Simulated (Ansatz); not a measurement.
# NaCl: levels at named points

One table from this session's results is given with a row withheld; the runs are named, their logs left out.

The COD entry's cell or inner coordinates are ideal or old and differ from later refinements, so a difference from it is no clean test against experiment.

Program: Ansatz 0.2.0. Level of theory: DFT PBEsol, scalar-relativistic, plane waves, PAW. These are calculated values, not measurements.

That is the level of the relaxation; later steps name their own.

## The structure to begin with

The structure is cubic, space group Fm-3m (No. 225). Conventional cell: a = 5.602 Å, b = 5.602 Å, c = 5.602 Å, α = 90.00°, β = 90.00°, γ = 90.00°. Around Na (site symmetry m-3m) lie 6 Cl at 2.80 Å. Around Cl (site symmetry m-3m) lie 6 Na at 2.80 Å.

As a file:

```xyz
2
Lattice="0.0000 2.8010 2.8010 2.8010 0.0000 2.8010 2.8010 2.8010 0.0000" Properties=species:S:1:pos:R:3 pbc="T T T"
Na    0.0000    0.0000    0.0000
Cl    2.8010    2.8010    2.8010
```

This cell was relaxed beforehand with the same method: volume 21.97 Å³/atom, gap on the mesh 5.01 eV.

The first run:

File input.yaml:

```yaml
crystal:
  lattice:
    - [0.0, 2.8009521958, 2.8009521958]
    - [2.8009521958, 0.0, 2.8009521958]
    - [2.8009521958, 2.8009521958, 0.0]
  atoms:
    - { symbol: Na, position: [0.0, 0.0, 0.0] }
    - { symbol: Cl, position: [0.5, 0.5, 0.5] }
basis:
  ecutwfc: 250
kpoints:
  mp_grid: { grid: [4, 4, 4] }
  band_path:
    path:
      - [0.0, 0.0, 0.0]
      - [0.5, 0.0, 0.5]
      - [0.625, 0.25, 0.625]
      - [0.375, 0.375, 0.75]
      - [0.5, 0.5, 0.5]
      - [0.5, 0.25, 0.75]
    npoints: 1
hamiltonian:
  xc: pbesol
scf:
  occupations: { method: gaussian, width: 0.02 }
  n_extra_bands: 4
output:
  forces: true
  stress: true
  eigenvalues: true
```

On the command line:

```console
$ ansatz run input.yaml --threads 2 --pin off --max-ram 5120MiB --backend cpu --events-out ev --progress --plain --runs-dir out
```

Among the steps run: The run at PBEsol, 250 eV and coarse mesh; Levels with LDA; Levels with PBE0; Levels with Hartree-Fock.

One of the session's tables, all rows but one given; the rest of the session is left out.

```
                         level  gap (eV)  least direct gap (eV)
PBEsol, 250 eV and coarse mesh      5.01                   5.01
                           LDA      4.77                   4.77
                          PBE0         ?                      ?
                  Hartree-Fock     13.87                  13.87
```

Q: Estimate the row for PBE0 from the others.

As computed: gap (eV): 7.29; least direct gap (eV): 7.29. In the column «gap (eV)» it lies between PBEsol, 250 eV and coarse mesh (5.01) and Hartree-Fock (13.87).

Gaps are by band count over the mesh and the named points; a gap of 0 means that the bands overlap or touch.

Limits of these values: Warnings in the runs' records: cutoff below recommended.
